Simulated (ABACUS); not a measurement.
The system is AlNi.

```
Ni Al
1.0
     1.93869   -1.95319    0.00000
     1.93869    1.95319    0.00000
     0.00000    0.00000    3.09943
Ni Al
1 1
Direct
  0.50000 0.50000 0.50000
  0.00000 0.00000 0.00000
```

The cell comes from a database or a generator and needn't be the stable form of this composition.

| Property | Result |
| --- | --- |
| Program | ABACUS 3.10.1 |
| Task | single point |
| Functional | PBEsol |
| Potentials or basis | PseudoDojo NC SR 0.4.1 PBEsol standard |
| Cutoff | 1333 eV |
| Density cutoff | 5333 eV |
| Basis | plane waves |
| k mesh | 10 × 10 × 9 |
| Occupations | fermi-dirac, width 0.05 eV |
| Spin | collinear spin, ferromagnetic start |
| Starting moments | [1.0, 0.0] μB |

On this cell: pressure 0.5 GPa; largest force under 0.003 eV/Å; net moment 0.00 μB per cell; band gap on the k mesh none (metal or under the smearing width).

The same run follows on a disturbed copy (atoms moved at random, drawn with an rms of 0.05 Å):

```
Ni Al
1.0
     1.93869   -1.95319    0.00000
     1.93869    1.95319    0.00000
     0.00000    0.00000    3.09943
Ni Al
1 1
Direct
  0.49749 0.50835 0.50137
  0.99686 0.98226 0.99410
```

**Question.** What changes?

**Answer.** The energy (extrapolated to zero smearing) moves by +8.3 meV/atom; pressure 0.9 GPa; largest force 0.442 eV/Å; net moment 0.00 μB per cell; band gap on the k mesh none (metal or under the smearing width).

Forces on the atoms (eV/Å):
```
Ni  -0.309 -0.280 -0.147
Al   0.309  0.280  0.147
```

Stress tensor (GPa, compression positive):
```
 4.04 -0.10  0.19
-0.10  2.35  0.17
 0.19  0.17 -3.78
```
